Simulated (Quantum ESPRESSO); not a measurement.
# HfMo (Cmmm) in Quantum ESPRESSO: single point with PBE

Aim: the single point of HfMo with PBE.

Everything below comes from runs of Quantum ESPRESSO 7.5. Logs are shortened: lines on timing, memory, paths and dates and some standing lists are left out, and cuts for length are marked.

### Step 1. Starting point

It takes space group Cmmm (No. 65, orthorhombic). Conventional cell: a = 3.342 Å, b = 4.945 Å, c = 4.447 Å, α = 90.00°, β = 90.00°, γ = 90.00°. Hf (site symmetry mmm) has 4 Mo at 2.78 Å and 4 Hf at 2.98 Å as nearest neighbours. Around Mo (site symmetry mmm) lie 4 Hf at 2.78 Å and 4 Mo at 2.98 Å.

The cell comes from a database or a generator and needn't be the stable form of this composition.

### Step 2. Single point, PBE

run.py reads:

```python
import numpy as np
from ase.calculators.espresso import Espresso, EspressoProfile
from ase.io import read

atoms = read('HfMo.xyz')

input_data = {
    'control': {'calculation': 'scf', 'prefix': 'pwscf', 'outdir': './tmp', 'tprnfor': True, 'tstress': True, 'disk_io': 'nowf'},
    'system': {'ecutwfc': 60.0, 'nbnd': 20, 'occupations': 'smearing', 'smearing': 'fd', 'degauss': 0.00367493},
    'electrons': {'conv_thr': 4e-10, 'electron_maxstep': 120, 'mixing_beta': 0.5},
}
pseudopotentials = {'Hf': 'Hf-sp.oncvpsp.upf', 'Mo': 'Mo_ONCV_PBE-1.0.oncvpsp.upf'}
profile = EspressoProfile(command='pw.x', pseudo_dir='pseudo')
dft = Espresso(profile=profile, input_data=input_data, pseudopotentials=pseudopotentials, kpts=(10, 10, 6), koffset=(0, 0, 0))
atoms.calc = dft

print(f'energy {atoms.get_potential_energy():.8f} eV')
print('forces (eV/A)')
print(np.round(atoms.get_forces(), 6))
print('stress (eV/A^3, Voigt)')
print(np.round(atoms.get_stress(), 8))
print(f'Fermi level {dft.get_fermi_level():.4f} eV')
```

HfMo.xyz reads:

```xyz
2
Lattice="1.6712035000 -2.4724670000 0.0000000000 1.6712035000 2.4724670000 0.0000000000 0.0000000000 0.0000000000 4.4470110000" Properties=species:S:1:pos:R:3 pbc="T T T"
Hf     0.0000000000      0.0000000000      0.0000000000
Mo     1.6712035000      0.0000000000      2.2235055000
```

Potentials or basis: SSSP 1.3 efficiency PBE.

The run is started by

```sh
$ OMP_NUM_THREADS=1 python run.py
```

The log of the run:

```text
energy -3400.91414909 eV
forces (eV/A)
[[0. 0. 0.]
 [0. 0. 0.]]
stress (eV/A^3, Voigt)
[-0.00555118  0.00525921 -0.00232202 -0.         -0.          0.        ]
Fermi level 17.4290 eV
```

espresso.pwi:

```text
&CONTROL
   calculation      = 'scf'
   tstress          = .true.
   tprnfor          = .true.
   outdir           = './tmp'
   prefix           = 'pwscf'
   disk_io          = 'nowf'
   pseudo_dir       = 'pseudo'
/
&SYSTEM
   nbnd             = 20
   ecutwfc          = 60.0
   occupations      = 'smearing'
   degauss          = 0.00367493
   smearing         = 'fd'
   ntyp             = 2
   nat              = 2
   ibrav            = 0
/
&ELECTRONS
   electron_maxstep = 120
   conv_thr         = 4e-10
   mixing_beta      = 0.5
/
&IONS
/
&CELL
/
&FCP
/
&RISM
/
ATOMIC_SPECIES
Hf 178.49 Hf-sp.oncvpsp.upf
Mo 95.95 Mo_ONCV_PBE-1.0.oncvpsp.upf

K_POINTS automatic
10 10 6  0 0 0

CELL_PARAMETERS angstrom
1.67120350000000 -2.47246700000000 0.00000000000000
1.67120350000000 2.47246700000000 0.00000000000000
0.00000000000000 0.00000000000000 4.44701100000000

ATOMIC_POSITIONS angstrom
Hf 0.0000000000 0.0000000000 0.0000000000  
Mo 1.6712035000 0.0000000000 2.2235055000
```

espresso.pwo:

```text
This program is part of the open-source Quantum ESPRESSO suite
     for quantum simulation of materials; please cite
         "P. Giannozzi et al., J. Phys.:Condens. Matter 21 395502 (2009);
         "P. Giannozzi et al., J. Phys.:Condens. Matter 29 465901 (2017);
         "P. Giannozzi et al., J. Chem. Phys. 152 154105 (2020);
     in publications or presentations arising from this work. More details at

Warning: card &CELL ignored
Warning: card &FCP ignored
Warning: card &RISM ignored

     Message from routine setup:
     using ibrav=0 with symmetry is DISCOURAGED, use correct ibrav instead

     G-vector sticks info
     --------------------
     sticks:   dense  smooth     PW     G-vecs:    dense   smooth      PW
     Sum         557     557    177                15537    15537    2839

     Using Slab Decomposition

     bravais-lattice index     =            0
     lattice parameter (alat)  =       5.6395  a.u.
     unit-cell volume          =     248.0017 (a.u.)^3
     number of atoms/cell      =            2
     number of atomic types    =            2
     number of electrons       =        26.00
     number of Kohn-Sham states=           20
     kinetic-energy cutoff     =      60.0000  Ry
     charge density cutoff     =     240.0000  Ry
     scf convergence threshold =      4.0E-10
     mixing beta               =       0.5000
     number of iterations used =            8  plain     mixing
     Exchange-correlation= PBE
                           (   1   4   3   4   0   0   0)

     celldm(1)=   5.639499  celldm(2)=   0.000000  celldm(3)=   0.000000
     celldm(4)=   0.000000  celldm(5)=   0.000000  celldm(6)=   0.000000

     crystal axes: (cart. coord. in units of alat)
               a(1) = (   0.560000  -0.828493   0.000000 )
               a(2) = (   0.560000   0.828493   0.000000 )
               a(3) = (   0.000000   0.000000   1.490138 )

     reciprocal axes: (cart. coord. in units 2 pi/alat)
               b(1) = (  0.892858 -0.603505  0.000000 )
               b(2) = (  0.892858  0.603505 -0.000000 )
               b(3) = ( -0.000000  0.000000  0.671079 )

     PseudoPot. # 1 for Hf read from file:
     Hf-sp.oncvpsp.upf
     Pseudo is Norm-conserving + core correction, Zval = 12.0
     Generated using ONCVPSP code by D. R. Hamann
     Using radial grid of 1656 points,  8 beta functions with:
                l(1) =   0
                l(2) =   0
                l(3) =   1
                l(4) =   1
                l(5) =   2
                l(6) =   2
                l(7) =   3
                l(8) =   3

     PseudoPot. # 2 for Mo read from file:
     Mo_ONCV_PBE-1.0.oncvpsp.upf
     Pseudo is Norm-conserving, Zval = 14.0
     Generated using ONCVPSP code by D. R. Hamann
     Using radial grid of 1526 points,  6 beta functions with:
                l(1) =   0
                l(2) =   0
                l(3) =   1
                l(4) =   1
                l(5) =   2
                l(6) =   2

     atomic species   valence    mass     pseudopotential
     Hf               12.00   178.49000     Hf( 1.00)
     Mo               14.00    95.95000     Mo( 1.00)

      8 Sym. Ops., with inversion, found

   Cartesian axes

     site n.     atom                  positions (alat units)
         1        Hf     tau(   1) = (   0.0000000   0.0000000   0.0000000  )
         2        Mo     tau(   2) = (   0.5599995   0.0000000   0.7450690  )

     number of k points=   124  Fermi-Dirac smearing, width (Ry)=  0.0037

     Number of k-points >= 100: set verbosity='high' to print them.

     Dense  grid:    15537 G-vectors     FFT dimensions: (  27,  27,  45)

     Initial potential from superposition of free atoms

     starting charge      25.9972, renormalised to      26.0000
     Starting wfcs are   20 randomized atomic wfcs

     Self-consistent Calculation

     iteration #  1     ecut=    60.00 Ry     beta= 0.50
     Davidson diagonalization with overlap
     ethr =  1.00E-02,  avg # of iterations =  3.3

     Threshold (ethr) on eigenvalues was too large:
     Diagonalizing with lowered threshold

     Davidson diagonalization with overlap
     ethr =  4.34E-04,  avg # of iterations =  1.8

     total energy              =    -249.91829305 Ry
     estimated scf accuracy    <       0.11367497 Ry

     iteration #  2     ecut=    60.00 Ry     beta= 0.50
     Davidson diagonalization with overlap
     ethr =  4.37E-04,  avg # of iterations =  2.5

     total energy              =    -249.88042654 Ry
     estimated scf accuracy    <       0.67714454 Ry

     iteration #  3     ecut=    60.00 Ry     beta= 0.50
     Davidson diagonalization with overlap
     ethr =  4.37E-04,  avg # of iterations =  2.0

     total energy              =    -249.96140768 Ry
     estimated scf accuracy    <       0.01040527 Ry

     iteration #  4     ecut=    60.00 Ry     beta= 0.50
     Davidson diagonalization with overlap
     ethr =  4.00E-05,  avg # of iterations =  2.0

     total energy              =    -249.96255358 Ry
     estimated scf accuracy    <       0.00020589 Ry

     iteration #  5     ecut=    60.00 Ry     beta= 0.50
     Davidson diagonalization with overlap
     ethr =  7.92E-07,  avg # of iterations =  3.7

     total energy              =    -249.96259831 Ry
     estimated scf accuracy    <       0.00002234 Ry

     iteration #  6     ecut=    60.00 Ry     beta= 0.50
     Davidson diagonalization with overlap
     ethr =  8.59E-08,  avg # of iterations =  2.1

     total energy              =    -249.96260105 Ry
     estimated scf accuracy    <       0.00000100 Ry

     iteration #  7     ecut=    60.00 Ry     beta= 0.50
     Davidson diagonalization with overlap
     ethr =  3.85E-09,  avg # of iterations =  3.7

     total energy              =    -249.96260137 Ry
     estimated scf accuracy    <       0.00000007 Ry

     iteration #  8     ecut=    60.00 Ry     beta= 0.50
     Davidson diagonalization with overlap
     ethr =  2.63E-10,  avg # of iterations =  2.5

     total energy              =    -249.96260138 Ry
     estimated scf accuracy    <          2.7E-09 Ry

     iteration #  9     ecut=    60.00 Ry     beta= 0.50
     Davidson diagonalization with overlap
     ethr =  1.02E-11,  avg # of iterations =  3.2

     total energy              =    -249.96260138 Ry
     estimated scf accuracy    <          5.7E-10 Ry

     iteration # 10     ecut=    60.00 Ry     beta= 0.50
     Davidson diagonalization with overlap
     ethr =  2.20E-12,  avg # of iterations =  2.1

     End of self-consistent calculation

     Number of k-points >= 100: set verbosity='high' to print the bands.

     the Fermi energy is    17.4290 ev

!    total energy              =    -249.96260138 Ry
     estimated scf accuracy    <          2.1E-11 Ry
     smearing contrib. (-TS)   =      -0.00127712 Ry
     internal energy E=F+TS    =    -249.96132426 Ry

     The total energy is F=E-TS. E is the sum of the following terms:
     one-electron contribution =     -43.70190000 Ry
     hartree contribution      =      34.06710939 Ry
     xc contribution           =     -44.23134458 Ry
     ewald contribution        =    -196.09518907 Ry

     convergence has been achieved in  10 iterations

     Forces acting on atoms (cartesian axes, Ry/au):

     atom    1 type  1   force =     0.00000000    0.00000000    0.00000000
     atom    2 type  2   force =     0.00000000    0.00000000    0.00000000

     Total force =     0.000000     Total SCF correction =     0.000000

     Computing stress (Cartesian axis) and pressure

          total   stress  (Ry/bohr**3)                   (kbar)     P=        1.40
   0.00006046  -0.00000000   0.00000000            8.89       -0.00        0.00
  -0.00000000  -0.00005728   0.00000000           -0.00       -8.43        0.00
   0.00000000   0.00000000   0.00002529            0.00        0.00        3.72

=------------------------------------------------------------------------------=
   JOB DONE.
=------------------------------------------------------------------------------=
```

Wall time 53 s (1 thread of Intel Xeon Platinum 8488C (Sapphire Rapids), shared host); peak memory 0.12 GiB.

Results:

* Free energy: -3400.9144 eV
* Pressure: 0.1 GPa
* Band gap on the k mesh: none (metal or under the smearing width)

Levels at points of the mesh, in eV from the Fermi level:
```csv
k point,band 10,band 11,band 12,band 13,band 14,band 15,band 16,band 17
"(0.00, 0.00, 0.00)",-3.90,-1.62,-0.47,0.05,1.55,1.89,2.58,2.73
"(0.00, 0.00, -0.50)",-4.09,-1.06,-0.36,0.59,1.06,1.22,1.31,1.69
"(0.00, -0.50, 0.00)",-2.69,-1.46,-1.00,-0.43,0.04,1.34,2.54,4.31
"(0.00, -0.50, -0.50)",-3.75,-1.84,-1.39,1.75,1.91,2.32,2.54,4.64
"(-0.50, -0.50, 0.00)",-3.73,-3.59,-1.92,1.09,3.48,3.76,4.92,5.85
"(-0.50, -0.50, -0.50)",-2.29,-2.22,-1.57,0.06,0.75,2.07,2.90,3.54
```

Spin-orbit coupling is left out, which matters for the levels of Hf.

### Step 3. For comparison

An earlier run on the cell as given: functional PBE; potentials or basis SSSP 1.3 efficiency PBE; cutoff 816 eV; density cutoff 3265 eV; k mesh 10 × 10 × 6; occupations fermi-dirac, width 0.05 eV; no spin polarisation.

- Pressure: 0.1 GPa
- Band gap on the k mesh: none (metal or under the smearing width)
